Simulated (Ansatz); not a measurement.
# C2H6AlFO2: how energies converge with the basis set

An exercise on one series of results from a longer session: the logs are not shown, and one member is left open.

The runs use Ansatz 0.2.0, Gaussian basis; one geometry, several basis sets.

Levels to be run: PBE0-D4/def2-SVP; ωB97M-V/def2-SVP; PBE0-D4/def2-QZVPP; ωB97M-V/def2-QZVPP; the functionals' def2-TZVPP values are taken from earlier runs.

## Structure used throughout

An earlier PBE0-D4 in a triple-zeta def2 set relaxation fixed the geometry.

SMILES `C[O][Al]([F])[O]C`, 12 atoms, charge 0, spin multiplicity 1.

Atoms are counted from 1 here; the program's logs count them from 0.

Bond lengths: C1–O2 1.395 Å, C1–H7 1.095 Å, C1–H8 1.097 Å, C1–H9 1.095 Å, O2–Al3 1.669 Å, Al3–F4 1.639 Å, Al3–O5 1.669 Å, O5–C6 1.395 Å, C6–H10 1.095 Å, C6–H11 1.095 Å, C6–H12 1.097 Å. Angles: O2–C1–H7 110.0°, O2–C1–H8 112.8°, O2–C1–H9 110.0°, H7–C1–H8 107.9°, H7–C1–H9 107.9°, H8–C1–H9 108.0°, C1–O2–Al3 139.5°, O2–Al3–F4 117.0°, O2–Al3–O5 126.0°, F4–Al3–O5 117.0°, Al3–O5–C6 139.9°, O5–C6–H10 110.0°, O5–C6–H11 110.0°, O5–C6–H12 112.8°, H10–C6–H11 107.9°, H10–C6–H12 108.0°, H11–C6–H12 108.0°.

Set-up of the first run:

Contents of in.yaml:

```yaml
crystal:
  periodic: [false, false, false]
  atoms:
    - {symbol: C, position_ang: [-1.234701, -1.590592, 0.559447]}
    - {symbol: O, position_ang: [-1.271360, -0.286897, 1.055322]}
    - {symbol: Al, position_ang: [-0.478035, 1.168663, 0.858954]}
    - {symbol: F, position_ang: [-0.993779, 2.425802, 1.774840]}
    - {symbol: O, position_ang: [0.791652, 1.461471, -0.183716]}
    - {symbol: C, position_ang: [1.572030, 0.794032, -1.128022]}
    - {symbol: H, position_ang: [-1.051493, -2.297060, 1.375357]}
    - {symbol: H, position_ang: [-0.452827, -1.736280, -0.195585]}
    - {symbol: H, position_ang: [-2.196533, -1.844939, 0.102735]}
    - {symbol: H, position_ang: [2.625329, 0.821809, -0.831073]}
    - {symbol: H, position_ang: [1.483355, 1.285510, -2.102167]}
    - {symbol: H, position_ang: [1.283262, -0.256619, -1.251893]}
basis:
  gaussian: {orbitals: def2-SVP}
hamiltonian: {xc: pbe0, dispersion: d4}
output: {orbitals: {seedname: orbitals}}
```

Started as:

```bash
ansatz run in.yaml --threads 4 --pin off --events-out ev --progress --plain --max-ram 10444MiB
```

Among the steps run: PBE0-D4 in def2-SVP; ωB97M-V in def2-SVP; PBE0-D4 in def2-QZVPP; ωB97M-V in def2-QZVPP.

One table of the session follows, with a row left open; its other results are not shown here.

It belongs to the step «Functionals by basis». 

| functional | basis | HOMO (eV) |
| --- | --- | --- |
| PBE0-D4 | def2-SVP | -8.07 |
| PBE0-D4 | def2-TZVPP | -8.23 |
| PBE0-D4 | def2-QZVPP | -8.27 |
| ωB97M-V | def2-SVP | -10.45 |
| ωB97M-V | def2-TZVPP | -10.63 |
| ωB97M-V | def2-QZVPP | ? |

**Question.** Estimate the row for ωB97M-V, def2-QZVPP.

As computed: HOMO (eV): -10.67. In the column «HOMO (eV)» it is the lowest.
